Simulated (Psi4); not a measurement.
**BNH2F2 (SMILES NB(F)F), run twice**

Wanted: the energy in a field of BNH2F2, BMK/6-311+G* (density fitting, dipole perturbation λ (added as +λ·μ, a field of −λ) (0.005, 0, 0) a.u.).

The calculation is run with Psi4 1.11.

5 further runs of the same task are left out: 1 that didn't finish, 4 set aside as unsound or not needed.

### 1 The system as given

BNH2F2: 6 atoms, total charge 0, spin state singlet. As SMILES, `NB(F)F`. The shape is that of a PBE0-D4/def2-TZVP optimisation.

Bond lengths: N1–B2 1.392 Å, B2–F3 1.330 Å, B2–F4 1.330 Å, N1–H5 1.003 Å, N1–H6 1.003 Å. Angles: N1–B2–F3 121.2°, N1–B2–F4 121.2°, F3–B2–F4 117.6°, B2–N1–H5 122.4°, B2–N1–H6 122.4°, H5–N1–H6 115.2°.

### 2 First attempt

Contents of job.inp:

```
memory 1600 mb

molecule {
  0 1
  N     -0.210700     0.687600    -0.156800
  B      0.195300    -0.614700     0.121200
  F     -0.667400    -1.526100     0.560300
  F      1.459700    -0.991800    -0.042700
  H      0.425000     1.389500    -0.488700
  H     -1.159800     0.991400    -0.039400
  symmetry c1
  no_reorient
  no_com
}

set {
  scf_type             df
  perturb_h            true
  perturb_with         dipole
  perturb_dipole       [0.005, 0.0, 0.0]
  dft_spherical_points 500
}

E, wfn = energy("bmk/6-311+G*", return_wfn=True)
```

Command:

```bash
psi4 -n 1 job.inp job.out
```

job.out:

```text
Psi4 1.11 release

   => Loading Basis Set <=

    Name: 6-311+G*
    Role: ORBITAL
    Keyword: BASIS

         ---------------------------------------------------------
                                   SCF
                              RKS Reference
                        1 Threads,   1525 MiB Core
         ---------------------------------------------------------

  ==> Geometry <==

    Molecular point group: c1
    Full point group: C1

    Geometry (in Angstrom), charge = 0, multiplicity = 1:

[... 79 lines left out ...]

RuntimeError:
Fatal Error: Invalid number of spherical points (not a Lebedev number)

Printing out the relevant lines from the Psithon --> Python processed input file:
    core.set_global_option("SCF_TYPE", "df")
    core.set_global_option("PERTURB_H", "true")
    core.set_global_option("PERTURB_WITH", "dipole")
    core.set_global_option("PERTURB_DIPOLE", [0.005, 0.0, 0.0])
    core.set_global_option("DFT_SPHERICAL_POINTS", 500)
--> E, wfn = energy("bmk/6-311+G*", return_wfn=True)

!----------------------------------------------------------------------------------!
!                                                                                  !
! Fatal Error: Invalid number of spherical points (not a Lebedev number)           !
!                                                                                  !
!----------------------------------------------------------------------------------!

    Psi4 run time: 0:00:00.13
```

Wall time 1.5 s (1 thread of AMD EPYC 7R43 (Zen 3), shared host); peak memory 0.14 GiB.

### 3 What went wrong

The program refused the input.

The log says `Fatal Error: Invalid number of spherical points`. What is wrong: an option has a value that the program doesn't accept. Among its listed settings the sound run differs in this, and the input shows the rest: integration grid 75 radial × 302 angular in place of 75 radial × 500 angular.

### 4 Second attempt

Contents of input.dat:

```
memory 1600 mb

molecule mol {
  0 1
  N     -0.210700     0.687600    -0.156800
  B      0.195300    -0.614700     0.121200
  F     -0.667400    -1.526100     0.560300
  F      1.459700    -0.991800    -0.042700
  H      0.425000     1.389500    -0.488700
  H     -1.159800     0.991400    -0.039400
  symmetry c1
  no_reorient
  no_com
}

set {
  reference rks
  scf_type df
  perturb_h true
  perturb_with dipole
  perturb_dipole [0.005, 0.0, 0.0]
  df_scf_guess false
}

result = energy("bmk/6-311+G*")
```

Command:

```bash
psi4 input.dat output.dat -n 1
```

output.dat:

```text
[...]
  Running in c1 symmetry.
[...]
  Nuclear repulsion =  112.863154128688052
[...]
  Multiplicity = 1
[...]
  Nalpha       = 16
  Nbeta        = 16
[...]
    Number of basis functions: 94
[...]
   @DF-RKS iter   1:  -280.38847361104445   -5.24846e-01   8.81551e-03 ADIIS/DIIS
[...]
   @DF-RKS iter   8:  -280.63502163593802   -3.89548e-09   4.53543e-07 DIIS
[...]
    Orbital Energies [Eh]
    ---------------------
    Doubly Occupied:
       1A    -25.152436     2A    -25.141132     3A    -14.669868
       4A     -7.084972     5A     -1.341225     6A     -1.309460
       7A     -0.972103     8A     -0.648660     9A     -0.616782
      10A     -0.593700    11A     -0.555176    12A     -0.553699
      13A     -0.494843    14A     -0.486316    15A     -0.475582
      16A     -0.351996
[...]
  @DF-RKS Final Energy:  -280.63502163593802
   => Energetics <=
    Nuclear Repulsion Energy =            112.8631541286880520
    One-Electron Energy =                -611.8476574505042436
    Two-Electron Energy =                 237.8147237877879263
    DFT Exchange-Correlation Energy =     -19.4652421019097766
    Empirical Dispersion Energy =           0.0000000000000000
    VV10 Nonlocal Energy =                  0.0000000000000000
    Total Energy =                       -280.6350216359380738
[...]
 Multipole Moments:
 ------------------------------------------------------------------------------------
     Multipole            Electronic (a.u.)      Nuclear  (a.u.)        Total (a.u.)
 ------------------------------------------------------------------------------------
 L = 1.  Multiply by 2.5417464519 to convert [e a0] to [Debye]
 Dipole X            :        -11.5811418           11.1446598           -0.4364820
 Dipole Y            :         36.1142911          -35.0364672            1.0778239
 Dipole Z            :         -7.1019968            6.8761465           -0.2258504
 Magnitude           :                                                    1.1845797
[...]
```

It took 11 s on 1 thread of AMD EPYC 7R43 (Zen 3), shared host; peak memory 0.96 GiB.

### 5 Summary of results

At BMK/6-311+G* (density fitting, dipole perturbation λ (added as +λ·μ, a field of −λ) (0.005, 0, 0) a.u.):

| quantity | value |
| --- | --- |
| total energy | -280.63502 Eh |
| dipole moment | 3.01 D |
| HOMO–LUMO gap | 9.84 eV |
